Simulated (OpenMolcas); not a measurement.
**Au⁶⁺: CASSCF and CASPT2 terms and fine-structure levels**

Aim: the low terms and levels of Au⁶⁺, with their order and spacing, then second-order correlation under several settings.

Program: OpenMolcas 26.06. Level of theory: state-averaged CASSCF and CASPT2, spin-orbit coupling by RASSI with atomic mean-field integrals. These are calculated values, not measurements, unless marked.

### Step 1. The system

```
Species                           : Au⁶⁺ (gold, Z = 79, 73 electrons)
Basis                             : ANO-RCC-VTZP [8s7p5d3f1g], 84 functions
Scalar Hamiltonian                : X2C, point nucleus
Inactive shells                   : 1s 2s 2p 3s 3p 3d 4s 4p 4d 4f 5s 5p
Active space                      : 5 electrons in 5 orbitals (5d)
Some configurations of this space : 5d5
Orbitals                          : optimised for the ground-state spin in each parity, averaged over all roots
```

Outer shells as boxes (Hund's rule):

5d5
```
5d [↑ ][↑ ][↑ ][↑ ][↑ ]
```

The work runs as a chain of OpenMolcas steps in one folder; each step below is one input file. Labels, J, g values, rates, χT and fits are worked out afterwards by a script from the matrices that RASSI stores.

### Step 2. GATEWAY and SEWARD: basis and integrals

Contents of a.inp:

```
&GATEWAY
Coord
1

Au 0.0 0.0 0.0
Basis=ANO-RCC-VTZP
Group=XYZ
NoMove
AngMom=0.0 0.0 0.0
AMFI
RX2C
&SEWARD
```

Run with:

```
$ OMP_NUM_THREADS=1 MOLCAS_MEM=2252 MOLCAS_PROJECT=a pymolcas a.inp > a.log
```

### Step 3. Reference wave functions, sextets of even parity, 1 root

Contents of a.inp:

```
&RASSCF
FileOrb=start.orb
Symmetry=1
Spin=6
nActEl=5 0 0
Inactive=15 19
Ras2=5 0
CIRoot=1 1 1
SDav=1
CIMx=300
Iter=120 100
PrWF=0.3
OrbListing=Nothing
MaxOrb=0
Atom
>>> COPY $Project.JobIph JOB001
```

start.orb holds the contracted functions of the basis, ordered by shell, or the orbitals of the step before.

### Step 4. Reference wave functions, quartets of even parity, 24 roots

Contents of a.inp:

```
&RASSCF
FileOrb=start.orb
Symmetry=1
Spin=4
nActEl=5 0 0
Inactive=15 19
Ras2=5 0
CIRoot=24 24 1
SDav=24
CIMx=300
Iter=120 100
PrWF=0.3
OrbListing=Nothing
MaxOrb=0
Atom
CIOnly
>>> COPY $Project.JobIph JOB002
```

### Step 5. Reference wave functions, doublets of even parity, 75 roots

Contents of a.inp:

```
&RASSCF
FileOrb=start.orb
Symmetry=1
Spin=2
nActEl=5 0 0
Inactive=15 19
Ras2=5 0
CIRoot=75 75 1
SDav=75
CIMx=300
Iter=120 100
PrWF=0.3
OrbListing=Nothing
MaxOrb=0
Atom
CIOnly
>>> COPY $Project.JobIph JOB003
```

### Step 6. State interaction with spin-orbit coupling

Contents of a.inp:

```
&RASSI
NrOfJobIphs=3 1 17 13
1
1 2 3 4 5 6 7 8 9 10 11 12 13 14 15 16 17
1 2 3 4 5 6 7 8 9 10 11 12 13
IphNames
JOB001
JOB002
JOB003
EJob
SpinOrbit
DIPRint=1.0
SOCoupling=1000.0
Subsets=2
MEES
Property=10
'ANGMOM' 1 'ANGMOM' 2 'ANGMOM' 3 'MLTPL  1' 1 'MLTPL  1' 2 'MLTPL  1' 3
'AMFI' 1 'AMFI' 2 'AMFI' 3 'MLTPL  2' 6
SOProperty=3
'ANGMOM' 1 'ANGMOM' 2 'ANGMOM' 3
```

### Step 7. CASPT2: IPEA 0.4, imaginary shift 0.4 (closed shells correlated: none), extended multistate

Contents of a.inp:

```
>>> COPY JOB001 $Project.JobIph
&CASPT2
Multistate=1 1
Frozen=15 19
IPEA=0.4
Imaginary=0.4
MaxIter=60
WThr=0.0 0.3 0.05
PrWF=0.5
NoMix
>>> COPY JOB002 $Project.JobIph
&CASPT2
XMultistate=17 1 2 3 4 5 6 7 8 9 10 11 12 13 14 15 16 17
Frozen=15 19
IPEA=0.4
Imaginary=0.4
MaxIter=60
WThr=0.0 0.3 0.05
PrWF=0.5
NoMix
>>> COPY JOB003 $Project.JobIph
&CASPT2
XMultistate=13 1 2 3 4 5 6 7 8 9 10 11 12 13
Frozen=15 19
IPEA=0.4
Imaginary=0.4
MaxIter=60
WThr=0.0 0.3 0.05
PrWF=0.5
NoMix
```

### Step 8. CASPT2: IPEA 0.15, real shift 0.2 (closed shells correlated: 5s 5p)

Contents of a.inp:

```
>>> COPY JOB001 $Project.JobIph
&CASPT2
Multistate=1 1
Frozen=14 16
IPEA=0.15
Shift=0.2
MaxIter=60
WThr=0.0 0.3 0.05
PrWF=0.5
NoMix
>>> COPY JOB002 $Project.JobIph
&CASPT2
Multistate=17 1 2 3 4 5 6 7 8 9 10 11 12 13 14 15 16 17
NoMult
Frozen=14 16
IPEA=0.15
Shift=0.2
MaxIter=60
WThr=0.0 0.3 0.05
PrWF=0.5
NoMix
>>> COPY JOB003 $Project.JobIph
&CASPT2
Multistate=13 1 2 3 4 5 6 7 8 9 10 11 12 13
NoMult
Frozen=14 16
IPEA=0.15
Shift=0.2
MaxIter=60
WThr=0.0 0.3 0.05
PrWF=0.5
NoMix
```

### Step 9. CASPT2: IPEA 0, sigma2 regulariser 0.3 (closed shells correlated: 5s 5p)

Contents of a.inp:

```
>>> COPY JOB001 $Project.JobIph
&CASPT2
Multistate=1 1
Frozen=14 16
IPEA=0.0
Sig2=0.3
MaxIter=60
WThr=0.0 0.3 0.05
PrWF=0.5
NoMix
>>> COPY JOB002 $Project.JobIph
&CASPT2
Multistate=17 1 2 3 4 5 6 7 8 9 10 11 12 13 14 15 16 17
Frozen=14 16
IPEA=0.0
Sig2=0.3
MaxIter=60
WThr=0.0 0.3 0.05
PrWF=0.5
NoMix
>>> COPY JOB003 $Project.JobIph
&CASPT2
Multistate=13 1 2 3 4 5 6 7 8 9 10 11 12 13
Frozen=14 16
IPEA=0.0
Sig2=0.3
MaxIter=60
WThr=0.0 0.3 0.05
PrWF=0.5
NoMix
```

(Steps that only read results are left out.)

Q: Predict the outcome of this session. Wanted: lowest level; first excited level; spin-orbit lowering of the lowest level; strongest of the lines computed, by gA.

**Answer**, as computed:

```
                                                                                       quantity                                                                       value
                                                                                         method  XMS-CASPT2, IPEA 0.4, imaginary shift 0.4 (closed shells correlated: none)
                                                                                   lowest level                                    5d5 6S 5/2, 83 % of that term, g = 1.933
                                                                    ground level listed by NIST                                                                       6S5/2
                                                                            first excited level                                                    5d5 4P 3/2 at 31500 cm-1
                                                        spin-orbit lowering of the lowest level                                                                   6984 cm-1
strongest of the lines computed, by gA (one parity, so forbidden lines), at XMS-CASPT2 energies                         5d5 4D 5/2 → 5d5 6S 5/2, 291.6 nm, A = 1.82e+02 s⁻¹
```

Cost and accuracy by method:

```tsv
method	time of its own steps	time with the reference	mean absolute difference from method B (cm-1)
A. CASSCF	7.3 s	7.3 s	1900
B. XMS-CASPT2, IPEA 0.4, imaginary shift 0.4, +none	1.4 s	8.7 s	0
C. SS-CASPT2, IPEA 0.15, real shift 0.2, +5s 5p	4.1 s	11 s	850
D. SS-CASPT2, IPEA 0, sigma2 regulariser 0.3, +5s 5p	4.9 s	12 s	940
```

Times are of one thread on a shared host.

Second-order correlation (method B) scales the levels of the lowest configuration above 5000 cm⁻¹ by 0.90 to 0.96. Only the configurations of the active space and the roots asked for are present. The quartets, doublets rest on orbitals optimised for another spin in at least one step, which raises them against the optimised states. Not all states of the active space went into the spin-orbit step. CASPT2 does not keep the components of a term degenerate, and the means are used. Levels of other configurations are missing from the list.
